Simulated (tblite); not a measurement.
# C6H7FO3S: the cost of one run

Computed with tblite 0.8.0 and PySCF 2.14.0, with density-fitted response routines of our own, on a single molecule in the gas phase. Atoms count from 0, in the outputs and in this text.

**1. The starting structure**

18 atoms, charge 0, multiplicity 1; geometry from: force field or distance geometry start.

Bonds of the start (Å): C0–C1 1.33, C1–C2 1.46, C2–C3 1.33, C2–C4 1.45, C4–C5 1.34, C5–F6 1.36, C5–S7 1.75, S7–O8 1.45, S7–O9 1.44, S7–O10 1.62, C0–H11 1.09, C0–H12 1.07, C1–H13 1.10, C3–H14 1.10, C3–H15 1.09, C4–H16 1.09, O10–H17 0.98.

**2. Optimising the geometry with GFN2-xTB**

What the job is given:

```
{"job": {"kind": "relax", "xc": "GFN2-xTB", "basis": "xTB"}, "charge": 0, "multiplicity": 1}
C     -0.797000     2.473600     0.343800
C     -1.040200     1.329500     0.979700
C     -1.178100     0.021100     0.353100
C     -1.660500    -0.992900     1.071200
C     -0.745400    -0.267700    -0.997300
C      0.489700    -0.592100    -1.405700
F      0.698100    -0.819400    -2.726500
S      1.813000    -0.739200    -0.268900
O      1.600400    -1.861800     0.630500
O      2.236700     0.546400     0.219300
O      2.968800    -1.267500    -1.266400
H     -0.699800     3.399100     0.903200
H     -0.717200     2.540100    -0.724000
H     -1.109500     1.355500     2.073000
H     -1.973200    -0.868300     2.115600
H     -1.753400    -2.002900     0.685400
H     -1.519800    -0.190300    -1.759500
H      3.378700    -2.057100    -0.844800
```

Launch:

```console
OMP_NUM_THREADS=1 python probes_run.py task.json out
```

This one command runs all jobs of the session in turn.

**Question.** How long does this first job take on 1 thread of Arm Neoverse N1, shared host?

About 2.5 s.
